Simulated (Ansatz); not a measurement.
# Cl₂H₆N₂Si₂: a ladder of functionals and wavefunction methods

An exercise on one series of results from a longer session: the logs are not shown, and one member is left open.

Method: functionals in def2-TZVPP, the program's frozen cores in correlated methods; program: Ansatz 0.2.0, Gaussian basis.

The runs, in order: PBE-D4, r2SCAN-D4, PBE0-D4, B3LYP-D4, ωB97X-V, ωB97M-V, B2PLYP; CCSD(T)/def2-TZVPP; MP2/def2-QZVPP; extrapolation to the limit.

### The geometry

The geometry comes from an earlier relaxation with PBE0-D4 in a triple-zeta def2 set; it is a stationary point, not always the lowest conformer.

SMILES `N[Si@@H](Cl)[Si@@H](N)Cl`, 12 atoms, charge 0, spin multiplicity 1.

Atoms are counted from 1 here; the program's logs count them from 0.

Bond lengths: N1–Si2 1.698 Å, N1–H7 1.008 Å, N1–H8 1.007 Å, Si2–Cl3 2.091 Å, Si2–Si4 2.335 Å, Si2–H9 1.481 Å, Si4–N5 1.698 Å, Si4–Cl6 2.091 Å, Si4–H10 1.481 Å, N5–H11 1.008 Å, N5–H12 1.007 Å. Angles: Si2–N1–H7 119.7°, Si2–N1–H8 122.0°, H7–N1–H8 112.2°, N1–Si2–Cl3 115.3°, N1–Si2–Si4 108.1°, N1–Si2–H9 108.5°, Cl3–Si2–Si4 104.1°, Cl3–Si2–H9 104.5°, Si4–Si2–H9 116.6°, Si2–Si4–N5 108.1°, Si2–Si4–Cl6 104.0°, Si2–Si4–H10 116.6°, N5–Si4–Cl6 115.3°, N5–Si4–H10 108.5°, Cl6–Si4–H10 104.6°, Si4–N5–H11 119.7°, Si4–N5–H12 122.0°, H11–N5–H12 112.2°.

Set-up of the first run:

File in.yaml:

```yaml
crystal:
  periodic: [false, false, false]
  atoms:
    - {symbol: N, position_ang: [-1.836603, -0.552382, -1.299944]}
    - {symbol: Si, position_ang: [-1.097089, -0.445464, 0.225068]}
    - {symbol: Cl, position_ang: [-0.357857, -2.246550, 0.988974]}
    - {symbol: Si, position_ang: [0.797256, 0.904082, 0.021254]}
    - {symbol: N, position_ang: [1.874063, 0.495440, 1.269173]}
    - {symbol: Cl, position_ang: [1.486139, 0.521957, -1.916165]}
    - {symbol: H, position_ang: [-1.265841, -0.620705, -2.128279]}
    - {symbol: H, position_ang: [-2.740822, -0.977506, -1.425760]}
    - {symbol: H, position_ang: [-2.114897, -0.013531, 1.211025]}
    - {symbol: H, position_ang: [0.574021, 2.368168, 0.054885]}
    - {symbol: H, position_ang: [1.979126, -0.469471, 1.541989]}
    - {symbol: H, position_ang: [2.702504, 1.035952, 1.457769]}
basis:
  gaussian: {orbitals: def2-TZVPP}
hamiltonian: {xc: pbe, dispersion: d4}
output: {forces: true, orbitals: {seedname: orbitals}}
```

Launch:

```
> ansatz run in.yaml --threads 2 --pin off --events-out ev --progress --plain --max-ram 32768MiB --backend cuda --devices 0, --max-vram 18GiB
```

Among the steps run: PBE-D4 (GGA); r2SCAN-D4 (meta-GGA); PBE0-D4 (hybrid); B3LYP-D4 (hybrid); ωB97X-V (range-separated); ωB97M-V (range-separated); B2PLYP (double hybrid); CCSD(T) in def2-TZVPP; MP2 in def2-QZVPP.

One table of the session follows, with a row left open; its other results are not shown here.

```
            method  atomisation energy (kJ/mol)
            PBE-D4                       4079.6
         r2SCAN-D4                       4023.5
           PBE0-D4                            ?
          B3LYP-D4                       4025.9
           ωB97X-V                       4066.4
           ωB97M-V                       4055.3
            B2PLYP                       3963.8
     HF/def2-TZVPP                       2835.8
    MP2/def2-TZVPP                       3953.1
   CCSD/def2-TZVPP                       3823.1
CCSD(T)/def2-TZVPP                       3887.8
           MP2/CBS                       4103.0
       CCSD(T)/CBS                       4037.7
```

**Question.** Estimate the row for PBE0-D4.

**Answer.** atomisation energy (kJ/mol): 4017.0. In the column «atomisation energy (kJ/mol)» it lies between B2PLYP (3963.8) and r2SCAN-D4 (4023.5).

To keep in mind: Free atoms (2 N, 2 Si, 2 Cl, 6 H) were run apart at each level; the atomisation energy is their sum less the molecule, without zero-point or spin-orbit terms.
